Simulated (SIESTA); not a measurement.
# BaNd under changes of volume

One of the cells (45.678 Å³/atom); the others are scaled copies at fixed shape and fractional positions:

```xyz
2
Lattice="3.9896 0.0000 0.0000 -1.9948 3.4551 0.0000 0.0000 0.0000 6.6275" Properties=species:S:1:pos:R:3 pbc="T T T"
Nd    1.9948    1.1517    0.0000
Ba    0.0000    0.0000    3.3138
```

The cell comes from a database or a generator and needn't be the stable form of this composition.

| Property | Result |
| --- | --- |
| Program | SIESTA 5.4.2 |
| Functional | PBE |
| Potentials or basis | PseudoDojo 0.4 standard with PseudoDojo 3+ lanthanides (4f in the core) (PBE files) |
| Basis | DZP (energy shift 0.003 Ry; two zetas on semicore shells; d shell added on Ba) |
| Grid cutoff | 800 Ry |
| Energy shift | 0.003 Ry |
| k mesh | 8 × 8 × 4 |
| Occupations | fermi-dirac, width 0.05 eV |
| Spin | collinear spin, ferromagnetic start |
| Starting moments | [3.0, 0.0] μB |

```tsv
volume (Å³/atom)	energy over the lowest point (meV/atom)	pressure (GPa)
42.095	7.39	1.1
42.991	2.45	0.7
43.886	0.00	0.2
45.678	1.51	-0.5
46.573	5.12	-0.8
47.469	?	?
```

**Question.** What does the run at 47.469 Å³/atom give?

**Answer.** Energy over the lowest point 10.40 meV/atom; pressure -1.1 GPa.

Worked out: A Birch-Murnaghan fit of order 3 (a polynomial in V^(-2/3)) to the other rows has its minimum at 44.44 Å³/atom with B0 = V·E''(V) = 18.6 GPa and B' = 3.8 at fixed shape and positions, which overstates the stiffness. It gives 10.39 meV/atom at 47.469 Å³/atom, against the run's 10.40, and -dE/dV = -1.1 GPa, against -1.1.

Energies are extrapolated to zero smearing.

Caveats: this set's barium file shifts pressures by up to 1 GPa against other sets; the magnetic or orbital state may not be the lowest; the basis of atomic orbitals isn't converged, which shifts pressures, moduli and gaps.
